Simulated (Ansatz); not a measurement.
Runs of Ansatz 0.2.0 on NbTe. It takes space group P-6m2 (No. 187, hexagonal). The conventional cell has a = 3.703 Å, b = 3.703 Å, c = 3.694 Å, α = 90.00°, β = 90.00°, γ = 120.00°. Te (site symmetry -6m2) is surrounded by 6 Nb at 2.83 Å. Around Nb (site symmetry -6m2) lie 6 Te at 2.83 Å. The cell comes from a database or a generator and needn't be the stable form of this composition.

```csv
task,level,atoms under strain,gap on the mesh (eV),pressure (GPa)
phonons,PBE,-,none,-
elastic constants,PBE,relaxed,none,(a)
phonons,LDA,-,none,-
elastic constants,LDA,relaxed,none,-7.4
```

Alike in all rows: potentials or basis Ansatz PAW; no spin polarisation; cell as given; k mesh 6 × 6 × 5; cutoff (eV) 420; smearing fermi-dirac 0.05 eV.

Problem. Fill in the values left out.

Solution. (a) -0.5.

Caveats: elastic constants of metals need much finer meshes, so these are rough (some runs); the PAW data sets come from PBE, with cores solved anew for the run's functional, which leaves a small shift of forces and pressure (some runs); the cell is more than 3 GPa from zero pressure, which shifts response properties (some runs).

A k mesh can miss the band edges, and the runs leave out spin-orbit coupling on Nb, Te.

A gap of «none» marks a metal or a gap under the smearing width.
